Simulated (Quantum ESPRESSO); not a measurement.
# ZnRe2 (Fm-3m) in Quantum ESPRESSO: reference runs

How does ZnRe2 come out in PBE? The cell is run as given.

All numbers are computed with Quantum ESPRESSO 7.5; they aren't measurements. Logs are shortened: lines on timing, memory, paths and dates and some standing lists are left out, and cuts for length are marked.

## 1. The structure

The structure is cubic, space group Fm-3m (No. 225). The conventional cell has a = 5.753 Å, b = 5.753 Å, c = 5.753 Å, α = 90.00°, β = 90.00°, γ = 90.00°. Around Zn (site symmetry m-3m) lie 8 Re at 2.49 Å. Re (site symmetry -43m) has 4 Zn at 2.49 Å as nearest neighbours.

The cell was built by a generator and needn't be a form met in nature.

## 2. Single point, PBE

Contents of pw.in:

```
&CONTROL
  calculation = 'scf'
  prefix = 'pwscf'
  outdir = './tmp'
  pseudo_dir = './pseudo'
  tprnfor = .true.
  tstress = .true.
  disk_io = 'nowf'
/
&SYSTEM
  ibrav = 0
  nat = 3
  ntyp = 2
  ecutwfc = 55
  ecutrho = 440
  nbnd = 34
  occupations = 'smearing'
  smearing = 'fd'
  degauss = 0.00367493
/
&ELECTRONS
  conv_thr = 6d-10
  electron_maxstep = 120
  mixing_beta = 0.5
/
ATOMIC_SPECIES
Zn    65.3800 Zn_pbe_v1.uspp.F.UPF
Re   186.2070 Re_pbe_v1.2.uspp.F.UPF
CELL_PARAMETERS angstrom
   0.0000000000    2.8766070000    2.8766070000
   2.8766070000    0.0000000000    2.8766070000
   2.8766070000    2.8766070000    0.0000000000
ATOMIC_POSITIONS crystal
Zn     0.0000000000    0.0000000000    0.0000000000
Re     0.7500000000    0.7500000000    0.7500000000
Re     0.2500000000    0.2500000000    0.2500000000
K_POINTS automatic
8 8 8 0 0 0
```

Potentials or basis: SSSP 1.3 efficiency PBE.

Launch:

```
> OMP_NUM_THREADS=1 pw.x -in pw.in > pw.out
```

pw.out:

```text
This program is part of the open-source Quantum ESPRESSO suite
     for quantum simulation of materials; please cite
[... 9 lines left out ...]
     --------------------
     sticks:   dense  smooth     PW     G-vecs:    dense   smooth      PW
     Sum        1789     889    265                50237    17573    2891

     Using Slab Decomposition

     bravais-lattice index     =            0
     lattice parameter (alat)  =       7.6877  a.u.
     unit-cell volume          =     321.2685 (a.u.)^3
     number of atoms/cell      =            3
     number of atomic types    =            2
     number of electrons       =        50.00
     number of Kohn-Sham states=           34
     kinetic-energy cutoff     =      55.0000  Ry
     charge density cutoff     =     440.0000  Ry
     scf convergence threshold =      6.0E-10
     mixing beta               =       0.5000
     number of iterations used =            8  plain     mixing
     Exchange-correlation= SLA  PW   PBE  PBE
                           (   1   4   3   4   0   0   0)

     celldm(1)=   7.687664  celldm(2)=   0.000000  celldm(3)=   0.000000
     celldm(4)=   0.000000  celldm(5)=   0.000000  celldm(6)=   0.000000

     crystal axes: (cart. coord. in units of alat)
               a(1) = (   0.000000   0.707107   0.707107 )
               a(2) = (   0.707107   0.000000   0.707107 )
               a(3) = (   0.707107   0.707107   0.000000 )

     reciprocal axes: (cart. coord. in units 2 pi/alat)
               b(1) = ( -0.707107  0.707107  0.707107 )
               b(2) = (  0.707107 -0.707107  0.707107 )
               b(3) = (  0.707107  0.707107 -0.707107 )

     PseudoPot. # 1 for Zn read from file:
     Zn_pbe_v1.uspp.F.UPF
     Pseudo is Ultrasoft, Zval = 20.0
     Generated by new atomic code, or converted to UPF format
     Using radial grid of  943 points,  6 beta functions with:
                l(1) =   0
                l(2) =   0
                l(3) =   1
                l(4) =   1
                l(5) =   2
                l(6) =   2
     Q(r) pseudized with  8 coefficients,  rinner =    1.100   1.100   1.100
                                                       1.100   1.100

     PseudoPot. # 2 for Re read from file:
     Re_pbe_v1.2.uspp.F.UPF
     Pseudo is Ultrasoft + core correction, Zval = 15.0
     Generated by new atomic code, or converted to UPF format
     Using radial grid of  981 points,  8 beta functions with:
                l(1) =   0
                l(2) =   0
                l(3) =   1
                l(4) =   1
                l(5) =   2
                l(6) =   2
                l(7) =   3
                l(8) =   3
     Q(r) pseudized with  8 coefficients,  rinner =    1.150   1.150   1.150
                                                       1.150   1.150   1.150
                                                       1.150

     atomic species   valence    mass     pseudopotential
     Zn               20.00    65.38000     Zn( 1.00)
     Re               15.00   186.20700     Re( 1.00)

     48 Sym. Ops., with inversion, found

   Cartesian axes

     site n.     atom                  positions (alat units)
         1        Zn     tau(   1) = (   0.0000000   0.0000000   0.0000000  )
         2        Re     tau(   2) = (   1.0606602   1.0606602   1.0606602  )
         3        Re     tau(   3) = (   0.3535534   0.3535534   0.3535534  )

     number of k points=    29  Fermi-Dirac smearing, width (Ry)=  0.0037
                       cart. coord. in units 2pi/alat
        k(    1) = (   0.0000000   0.0000000   0.0000000), wk =   0.0039062
        k(    2) = (   0.0883883   0.0883883  -0.0883883), wk =   0.0312500
        k(    3) = (   0.1767767   0.1767767  -0.1767767), wk =   0.0312500
        k(    4) = (   0.2651650   0.2651650  -0.2651650), wk =   0.0312500
        k(    5) = (  -0.3535534  -0.3535534   0.3535534), wk =   0.0156250
        k(    6) = (   0.1767767   0.0000000   0.0000000), wk =   0.0234375
[... 21 lines left out ...]
        k(   28) = (  -0.7071068   0.1767767  -0.0000000), wk =   0.0468750
        k(   29) = (  -0.7071068   0.3535534   0.0000000), wk =   0.0234375

     Dense  grid:    50237 G-vectors     FFT dimensions: (  54,  54,  54)

     Smooth grid:    17573 G-vectors     FFT dimensions: (  40,  40,  40)

     Initial potential from superposition of free atoms

     starting charge      48.9998, renormalised to      50.0000

     negative rho (up, down):  2.607E-01 0.000E+00
     Starting wfcs are   39 randomized atomic wfcs

     Self-consistent Calculation

     iteration #  1     ecut=    55.00 Ry     beta= 0.50
     Davidson diagonalization with overlap
     ethr =  1.00E-02,  avg # of iterations =  3.4

     negative rho (up, down):  2.488E-01 0.000E+00

     total energy              =    -831.61443563 Ry
     estimated scf accuracy    <      16.81897961 Ry

     iteration #  2     ecut=    55.00 Ry     beta= 0.50
     Davidson diagonalization with overlap
     ethr =  1.00E-02,  avg # of iterations =  2.7
[... 96 lines left out ...]
     iteration # 13     ecut=    55.00 Ry     beta= 0.50
     Davidson diagonalization with overlap
     ethr =  1.05E-11,  avg # of iterations =  2.0

     negative rho (up, down):  2.594E-01 0.000E+00

     End of self-consistent calculation

          k = 0.0000 0.0000 0.0000 (  2229 PWs)   bands (ev):

  -107.6106 -61.7453 -61.7453 -61.7453 -61.1232 -61.0594 -23.0796 -23.0796
   -23.0796 -22.7505 -22.7505 -22.7505   9.2697  11.1176  11.1176  11.2996
    11.2996  11.2996  14.6188  14.6188  14.6188  15.6777  15.6777  20.9254
    20.9254  20.9254  22.7332  22.7332  24.7127  26.4998  26.4998  26.4998
    28.4859  28.4859

          k = 0.0884 0.0884-0.0884 (  2193 PWs)   bands (ev):

  -107.6106 -61.7459 -61.7452 -61.7452 -61.1200 -61.0618 -23.0688 -23.0677
   -23.0677 -22.7660 -22.7635 -22.7635   9.5391  11.1506  11.1506  11.2666
    11.2858  11.2858  14.6073  14.7771  14.7771  15.8032  15.8032  20.5051
    20.6999  20.6999  21.9680  21.9680  24.7370  25.2289  27.1156  27.1156
    28.5241  28.6177
[... 19 lines left out ...]
  -107.6106 -61.7496 -61.7452 -61.7452 -61.0911 -61.0865 -22.9357 -22.9272
   -22.9197 -22.9197 -22.9194 -22.9194  11.0377  11.2078  11.2078  11.3388
    11.3388  12.1678  14.0437  16.1487  16.1487  17.5188  17.5188  18.2566
    18.2566  18.2812  18.8264  18.8264  19.2730  27.9914  27.9914  28.0613
    29.1107  29.9050

          k = 0.1768 0.0000 0.0000 (  2193 PWs)   bands (ev):

  -107.6106 -61.7461 -61.7452 -61.7452 -61.1191 -61.0625 -23.0860 -23.0860
   -23.0222 -22.8145 -22.7452 -22.7452   9.6238  11.1476  11.1725  11.2629
    11.2764  11.2764  14.3651  14.9748  14.9748  15.6765  15.9675  20.4000
    20.4000  20.8786  21.0383  22.7088  25.3534  25.6692  25.6692  26.8898
    27.0745  29.4789

          k = 0.2652 0.0884-0.0884 (  2215 PWs)   bands (ev):

  -107.6106 -61.7473 -61.7453 -61.7453 -61.1128 -61.0674 -23.0806 -23.0796
   -22.9614 -22.8819 -22.7554 -22.7541  10.1979  11.1914  11.2088  11.2452
    11.2501  11.2588  14.2653  15.3496  15.4095  15.8558  16.3286  19.6138
    19.6959  19.8075  20.7190  21.8167  23.4537  25.7776  26.1142  26.5775
    28.2742  29.8889
[... 27 lines left out ...]
  -107.6106 -61.7480 -61.7456 -61.7453 -61.1064 -61.0726 -23.0929 -22.9750
   -22.9706 -22.8754 -22.8662 -22.7449  10.7285  11.1855  11.2393  11.2665
    11.2665  11.3137  14.4869  15.3879  15.7000  16.1941  16.6973  18.7938
    19.2381  19.6111  19.9062  20.2040  22.3733  25.5508  27.1557  27.5285
    28.1056  30.9819

          k = 0.0000-0.1768 0.1768 (  2201 PWs)   bands (ev):

  -107.6106 -61.7468 -61.7454 -61.7452 -61.1153 -61.0654 -23.0927 -23.0299
   -23.0273 -22.8118 -22.8062 -22.7401   9.9626  11.1900  11.2042  11.2285
    11.2596  11.2708  14.5117  14.9216  15.2542  15.8402  16.1461  19.8251
    20.2322  20.5473  20.7193  21.3022  24.7235  24.9305  26.0877  27.7491
    28.0901  29.1801

          k = 0.3536 0.0000 0.0000 (  2221 PWs)   bands (ev):

  -107.6106 -61.7482 -61.7453 -61.7453 -61.1093 -61.0699 -23.1018 -23.1018
   -22.9673 -22.8819 -22.7329 -22.7329  10.5561  11.1491  11.1992  11.2355
    11.2355  11.3086  13.9030  15.6735  15.9663  15.9663  16.5855  18.5184
    19.4045  19.4045  20.9298  22.6506  23.9549  23.9549  24.7935  27.0452
    27.0570  31.4970

          k = 0.4419 0.0884-0.0884 (  2213 PWs)   bands (ev):

  -107.6106 -61.7492 -61.7455 -61.7453 -61.1026 -61.0752 -23.0977 -23.0964
   -23.0449 -22.8079 -22.7415 -22.7405  11.0511  11.0893  11.1858  11.2164
    11.3829  11.4896  13.8210  15.7870  16.3613  16.6773  16.8447  17.7092
    18.8866  18.9310  20.7400  21.4229  22.1173  24.1810  24.2912  27.6248
    28.5334  31.6715
[... 11 lines left out ...]
  -107.6106 -61.7486 -61.7471 -61.7453 -61.0904 -61.0864 -23.1302 -23.0179
   -23.0089 -22.8357 -22.8312 -22.7171  10.9904  11.1103  11.1996  11.2957
    11.3979  12.4957  14.5972  15.2523  16.4031  16.5168  17.1023  17.8941
    18.1416  19.2145  19.6333  19.6697  20.6819  24.1384  25.2198  27.8102
    30.7467  32.1124

          k = 0.0000-0.3536 0.3536 (  2217 PWs)   bands (ev):

  -107.6106 -61.7482 -61.7467 -61.7453 -61.0986 -61.0790 -23.1264 -22.9502
   -22.9394 -22.9048 -22.8997 -22.7150  10.9807  11.1331  11.2161  11.3056
    11.3343  11.8329  14.6389  15.6990  15.8933  16.2701  17.3571  17.9533
    18.0448  19.2515  19.4149  20.0589  22.4055  23.9259  25.9937  27.6887
    29.4321  31.5907

          k = 0.5303-0.0000 0.0000 (  2217 PWs)   bands (ev):

  -107.6106 -61.7503 -61.7453 -61.7453 -61.0995 -61.0773 -23.1173 -23.1173
   -23.1167 -22.7389 -22.7205 -22.7205  10.9869  11.1167  11.2104  11.2104
    11.4500  11.8518  13.4664  15.6704  16.8827  16.9607  17.3174  17.3174
    18.7567  18.7567  20.9293  21.9404  21.9404  22.5931  23.5786  27.0433
    28.9276  31.8367

          k =-0.0884-0.6187 0.6187 (  2209 PWs)   bands (ev):

  -107.6106 -61.7505 -61.7457 -61.7453 -61.0954 -61.0808 -23.1580 -23.1097
   -23.1082 -22.7317 -22.7309 -22.6972  10.9352  11.1493  11.1671  11.2017
    11.4827  12.5362  13.3859  15.8248  16.1726  16.7064  17.6080  18.1280
    18.9344  19.0237  20.4247  20.4931  20.7870  23.1696  23.5185  27.3966
    29.8671  31.5549

          k = 0.0000-0.5303 0.5303 (  2219 PWs)   bands (ev):

  -107.6106 -61.7495 -61.7468 -61.7453 -61.0910 -61.0851 -23.1624 -23.0755
   -23.0702 -22.7724 -22.7699 -22.6894  10.9399  11.1191  11.1955  11.2251
    11.4593  12.8227  13.8987  15.5264  16.2988  16.3329  17.1920  18.4905
    19.0263  19.2379  19.5467  19.9873  20.3111  23.5462  23.9756  27.6928
    31.0352  31.7943

          k =-0.7071 0.0000 0.0000 (  2200 PWs)   bands (ev):

  -107.6106 -61.7511 -61.7453 -61.7453 -61.0955 -61.0804 -23.1778 -23.1237
   -23.1237 -22.7153 -22.7153 -22.6787  10.9008  11.1098  11.2035  11.2035
    11.5103  12.8362  12.9248  15.6691  16.3368  16.9011  17.8347  17.8347
    19.3546  19.3546  20.3505  20.3505  20.9297  22.5695  23.4550  27.0312
    29.7960  31.3253

          k = 0.3536 0.1768 0.0000 (  2202 PWs)   bands (ev):

  -107.6106 -61.7482 -61.7457 -61.7453 -61.1062 -61.0726 -23.1090 -23.0438
   -22.9607 -22.8878 -22.7955 -22.7277  10.7880  11.1467  11.2097  11.2347
    11.3164  11.3243  14.1735  15.6919  15.9577  16.0493  16.7253  18.5127
    18.8515  19.4372  20.5631  20.7617  23.4985  24.1004  25.4504  27.7152
    29.0954  29.5902

          k =-0.2652-0.4419 0.6187 (  2211 PWs)   bands (ev):

  -107.6106 -61.7488 -61.7463 -61.7453 -61.0975 -61.0799 -23.1108 -23.0319
   -22.9890 -22.8550 -22.8184 -22.7311  11.0280  11.1028  11.2149  11.2689
    11.3725  11.9514  14.2984  15.7873  16.0909  16.6392  17.0096  17.8731
    18.3779  19.0736  19.5822  20.1697  21.4501  24.5782  25.1173  28.8729
    29.3012  30.5213
[... 19 lines left out ...]
  -107.6106 -61.7491 -61.7470 -61.7453 -61.0912 -61.0851 -23.1442 -23.1229
   -23.0004 -22.8440 -22.7215 -22.7071  10.9780  11.0683  11.2092  11.2476
    11.4396  12.7327  14.1234  15.3371  16.1794  16.5239  17.5096  17.9384
    18.6445  19.3835  19.6886  20.2391  20.2923  23.7135  23.7849  28.5913
    30.7736  30.9615

          k = 0.0000-0.3536 0.5303 (  2215 PWs)   bands (ev):

  -107.6106 -61.7482 -61.7477 -61.7453 -61.0911 -61.0854 -23.1439 -23.0910
   -22.9289 -22.9165 -22.7578 -22.7023  10.9978  11.0600  11.2096  11.2836
    11.4091  12.5837  14.6632  15.0071  16.1514  16.9651  17.2055  17.3581
    18.7508  19.0162  19.6569  20.0385  20.9433  23.6360  24.3376  28.7694
    30.5670  30.9457

          k =-0.7071 0.1768-0.0000 (  2224 PWs)   bands (ev):

  -107.6106 -61.7502 -61.7462 -61.7453 -61.0933 -61.0826 -23.1701 -23.1315
   -23.0654 -22.7766 -22.7101 -22.6840  10.9256  11.1233  11.1764  11.2091
    11.4836  12.8735  13.4404  15.8078  15.9937  16.3762  17.9681  18.3413
    19.1396  19.1912  19.5295  20.2414  20.6583  23.1443  23.4752  27.8393
    30.2379  31.5159

          k =-0.7071 0.3536 0.0000 (  2208 PWs)   bands (ev):

  -107.6106 -61.7482 -61.7482 -61.7453 -61.0880 -61.0880 -23.1544 -23.1472
   -22.9224 -22.9224 -22.6988 -22.6953  11.0025  11.0025  11.2147  11.2636
    11.4370  12.9164  14.6392  14.6392  16.0209  16.9868  16.9868  18.6922
    18.8271  18.8271  19.8783  20.1133  20.2162  23.4567  23.4567  29.9454
    29.9454  31.3893

     the Fermi energy is    19.0452 ev

!    total energy              =    -842.58415805 Ry
     estimated scf accuracy    <          3.4E-10 Ry
     smearing contrib. (-TS)   =      -0.00249122 Ry
     internal energy E=F+TS    =    -842.58166684 Ry

     The total energy is F=E-TS. E is the sum of the following terms:
     one-electron contribution =    -458.40231649 Ry
     hartree contribution      =     255.11669198 Ry
     xc contribution           =    -147.22132585 Ry
     ewald contribution        =    -492.07471647 Ry

     convergence has been achieved in  13 iterations

     negative rho (up, down):  2.594E-01 0.000E+00

     Forces acting on atoms (cartesian axes, Ry/au):

     atom    1 type  1   force =     0.00000000    0.00000000   -0.00000000
     atom    2 type  2   force =     0.00000000   -0.00000000   -0.00000000
     atom    3 type  2   force =     0.00000000   -0.00000000   -0.00000000

     Total force =     0.000000     Total SCF correction =     0.000000

     Computing stress (Cartesian axis) and pressure

     negative rho (up, down):  2.594E-01 0.000E+00
          total   stress  (Ry/bohr**3)                   (kbar)     P=       41.66
   0.00028317  -0.00000000   0.00000000           41.66       -0.00        0.00
  -0.00000000   0.00028317  -0.00000000           -0.00       41.66       -0.00
   0.00000000  -0.00000000   0.00028317            0.00       -0.00       41.66

=------------------------------------------------------------------------------=
   JOB DONE.
=------------------------------------------------------------------------------=
```

It took 37 s on 1 thread of AMD EPYC 9R45 (Zen 5), shared host; peak memory 0.55 GiB.

Results:

```yaml
Free_energy: -11463.9415 eV
Pressure: 4.2 GPa
Band_gap_on_the_k_mesh: none (metal or under the smearing width)
```
